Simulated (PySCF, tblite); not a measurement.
# C₅H₈B₂O: geometry, infrared bands, NMR shifts, spin-spin couplings, electronic excitations and core binding energies

What infrared bands, NMR shifts, spin-spin couplings, electronic excitations and core binding energies should C₅H₈B₂O (`BCBc1ccco1`) show?

The runs use tblite 0.8.0 and PySCF 2.14.0, with density-fitted response routines of our own; the level of theory stands in each step. All values are computed, except where a source is named. Atoms are numbered from 0 throughout.

## 1. The molecule as given

16 atoms, charge 0, multiplicity 1; geometry from: force field or distance geometry start.

Bonds of the start (Å): B0–C1 1.59, C1–B2 1.58, B2–C3 1.56, C3–C4 1.39, C4–C5 1.39, C5–C6 1.39, C6–O7 1.32, O7–C3 1.31, B0–H8 1.19, B0–H9 1.18, C1–H10 1.11, C1–H11 1.11, B2–H12 1.19, C4–H13 1.08, C5–H14 1.08, C6–H15 1.08.

## 2. Optimising the geometry with GFN2-xTB

Job settings and geometry (Å):

```
{"job": {"kind": "relax", "xc": "GFN2-xTB", "basis": "xTB"}, "charge": 0, "multiplicity": 1}
B      2.791700     1.063600     0.542100
C      1.971200    -0.298600     0.520300
B      0.794500    -0.143600    -0.515700
C     -0.695900    -0.117800    -0.042900
C     -1.661600    -1.107200    -0.131900
C     -2.828400    -0.623300     0.439300
C     -2.494800     0.651600     0.873000
O     -1.228000     0.905700     0.580800
H      2.790600     1.730100    -0.446500
H      3.722600     1.136000     1.262700
H      1.603800    -0.516700     1.547500
H      2.649500    -1.103300     0.153600
H      1.034400     0.261800    -1.604000
H     -1.524300    -2.069400    -0.594400
H     -3.790000    -1.107400     0.545400
H     -3.142900     1.347500     1.394300
```

Command:

```bash
> OMP_NUM_THREADS=1 python probes_run.py task.json out
```

This one command runs all jobs of the session in turn.

**Question.** This job is followed by: GFN2-xTB harmonic vibrations, gas phase; PBE0-D3(BJ)/def2-SVP geometry optimisation, gas phase; GIAO PBE0/pcSseg-1 NMR shielding, non-relativistic, gas phase; B3LYP/pcJ-1 indirect spin-spin coupling, non-relativistic, gas phase; TDDFT CAM-B3LYP/def2-SVPD, vertical, gas phase, core orbitals frozen in the response; GIAO CAM-B3LYP/pcSseg-1 NMR shielding, non-relativistic, gas phase; delta-SCF UKS SCAN, pcX-2 on the ionised atom, pcseg-1 elsewhere, spin-free X2C. Predict these results of the whole session: strongest single infrared mode (GFN2-xTB); zero-point energy (GFN2-xTB); point group; rotational constants (main isotopes); 13C shifts against TMS (PBE0/pcSseg-1); 1H shifts against TMS (PBE0/pcSseg-1, means over atoms taken as alike); 11B shifts against BF3·OEt2 (PBE0/pcSseg-1); 17O shifts against H2O (PBE0/pcSseg-1); largest coupling of the table (B3LYP/pcJ-1); lowest singlet (CAM-B3LYP/def2-SVPD); lowest triplet; vertical ionisation energy (ΔSCF); vertical electron affinity (ΔSCF); C1s binding energies, SCAN/pcX-2; O1s binding energies, SCAN/pcX-2; range of the shift of B0.

The runs gave:

| quantity | value |
| --- | --- |
| strongest single infrared mode (GFN2-xTB) | 2657 cm⁻¹, 172 km/mol |
| zero-point energy (GFN2-xTB) | 74.2 kcal/mol |
| point group | C1 |
| rotational constants (main isotopes) | 5.39, 1.28, 1.14 GHz |
| 13C shifts against TMS (PBE0/pcSseg-1) | 172.3, 156.3, 139.9, 117.8, 53.8 ppm |
| 1H shifts against TMS (PBE0/pcSseg-1, means over atoms taken as alike) | 7.86, 7.69, 7.40, 6.73, 6.51, 4.07 ppm |
| 11B shifts against BF3·OEt2 (PBE0/pcSseg-1) | 86.0, 58.8 ppm |
| 17O shifts against H2O (PBE0/pcSseg-1) | 325.1 ppm |
| largest coupling of the table (B3LYP/pcJ-1) | 1J(C,H) C6–H15, 209.0 Hz |
| lowest singlet (CAM-B3LYP/def2-SVPD) | 4.66 eV (266 nm), f = 0.346 |
| lowest triplet | 3.16 eV |
| vertical ionisation energy (ΔSCF) | 9.08 eV |
| vertical electron affinity (ΔSCF) | 0.53 eV |
| C1s binding energies, SCAN/pcX-2 | C6 291.93, C3 291.16, C5 290.68, C4 290.66, C1 289.50 eV |
| O1s binding energies, SCAN/pcX-2 | O7 539.98 eV |
| range of the shift of B0 | 86.0 to 90.7 ppm |

**Reading.** All 42 modes are real, so the xTB geometry is a minimum. The strongest single mode, at 2657 cm⁻¹, moves mainly H9 and H8. GFN2-xTB is a fitted tight-binding method: band positions and strengths are rough. Its intensities can rank the bands wrongly. Relaxing lowered the energy by 0.198 eV in 8 steps; the close pair that moved most is B0–H8, from 1.151 to 1.211 Å (PBE0/def2-SVP). No frequency check was run at this level, so the end point may be a saddle. At PBE0/pcSseg-1: Shielding is most anisotropic at O7 (span 421 ppm, paramagnetic term -389 ppm). NICS(1)zz of -27 ppm above the planar ring from C3 marks a diatropic (aromatic) ring current. Of the pairs tabulated at B3LYP/pcJ-1, C6–H15 couples most strongly (209.0 Hz; Fermi contact 208.3 Hz). Couplings across rotatable bonds belong to this one conformer; where others are populated, the observed values are averages. The first singlet state (HOMO→LUMO 0.95) lies at 4.66 eV and is bright. The lowest triplet lies 1.50 eV below the lowest singlet (triplets in Tamm-Dancoff, singlets in full TDDFT). C6 (aromatic CH next to the ring oxygen) binds its C1s electron 2.43 eV more tightly than C1 (sp3 CH2 bonded to 2 B). In ppm, B0 moves most: its shift spreads over 4.7 ppm, from 86.0 (PBE0/pcSseg-1) to 90.7 (CAM-B3LYP/pcSseg-1).
